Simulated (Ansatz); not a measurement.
**WN2 (nonet): from Hartree-Fock to the top rungs, def2-SVP**

The task here is to estimate one member of a computed series from the others.

Program: Ansatz 0.2.0, Gaussian basis. Level of theory: def2-SVP, core rule «outside noble gas», up to 6 orbitals frozen. These are calculated values, not measurements.

The runs, in order: UHF; CCSD(T) on ROHF; CCSD(T) on UHF; CISD; CCSDT(Q) on ROHF; CCSDT(Q) on UHF; CASSCF and MRCISD+Q, 12 electrons in 12 orbitals; CASSCF and NEVPT2, 12 electrons in 12 orbitals.

5 further runs of the same task are left out: 2 for a known fault of the program, 3 set aside as unsound or not needed.

### The geometry

The geometry is a PBE0/def2-TZVP stationary point (not a proven minimum) of the parent state, kept for this charge and spin. No spin-orbit coupling is included. Elements past krypton take def2 core potentials.

3 atoms, charge 0, spin multiplicity 9.

Atoms are counted from 1 here; the program's logs count them from 0.

Bond lengths: W1–N2 1.854 Å, W1–N3 1.854 Å. Angles: N2–W1–N3 180.0°.

As a file:

```tsv
atom	x (Å)	y (Å)	z (Å)
W1	0.0000	0.0000	0.0000
N2	0.0000	0.0000	-1.8541
N3	0.0000	0.0000	1.8541
```

The first run:

The input, in.yaml:

```yaml
crystal:
  periodic: [false, false, false]
  atoms:
    - {symbol: W, position_ang: [0.000000, 0.000000, 0.000000]}
    - {symbol: N, position_ang: [0.000000, 0.000000, -1.854100]}
    - {symbol: N, position_ang: [0.000000, 0.000000, 1.854100]}
basis:
  gaussian: {orbitals: def2-SVP}
magnetization: {spin_polarized: true, initial_magnetization: 8}
hamiltonian: {xc: hf}
output: {orbitals: {seedname: orbitals}}
```

Launch:

```sh
> ansatz run in.yaml --threads 1 --pin off --events-out ev --progress --plain --max-ram 4096MiB --backend cpu
```

Steps of the session up to this table: UHF; CCSD(T) on ROHF; CCSD(T) on UHF; CISD; CCSDT(Q) on ROHF; CCSDT(Q) on UHF; CASSCF and MRCISD+Q, 12 electrons in 12 orbitals; CASSCF and NEVPT2, 12 electrons in 12 orbitals.

One of the session's tables, all rows but one given; the rest of the session is left out.

```
          method  from RCCSDT(Q) (kJ/mol)
            RMP2                    +37.9
            UMP2                   +186.5
           RCCSD                   +107.4
           UCCSD                    +86.2
        RCCSD(T)                    +40.4
        UCCSD(T)                    +31.8
          RCCSDT                    +25.9
          UCCSDT                    +16.5
       RCCSDT(Q)                        0
       UCCSDT(Q)                        ?
  CASSCF valence                   +836.1
  NEVPT2 valence                   +125.9
  MRCISD valence                    +90.2
MRCISD+Q valence                    +11.8
```

Q: Estimate the row for UCCSDT(Q) from the others.

The run gave: from RCCSDT(Q) (kJ/mol): -1.9. In the column «from RCCSDT(Q) (kJ/mol)» it is the lowest.

Not comparable, so not listed: CISD (they don't share determinant, frozen orbitals or solution with the rows shown, or repeat one).

To keep in mind: The report flags that the cluster equations may have other roots. Left out of the table: ROHF, UHF (another determinant or state than the rows shown). The program flags RCCSD(T), UCCSD(T), RCCSDT(Q), UCCSDT(Q) as in doubt, so the zero of the table is itself unsure. Warnings: coupled cluster took another determinant than the lowest. Restricted and unrestricted rows rest on different reference determinants; where their highest levels disagree by more than a few hundredths of an eV, they describe different states and don't form one ladder.
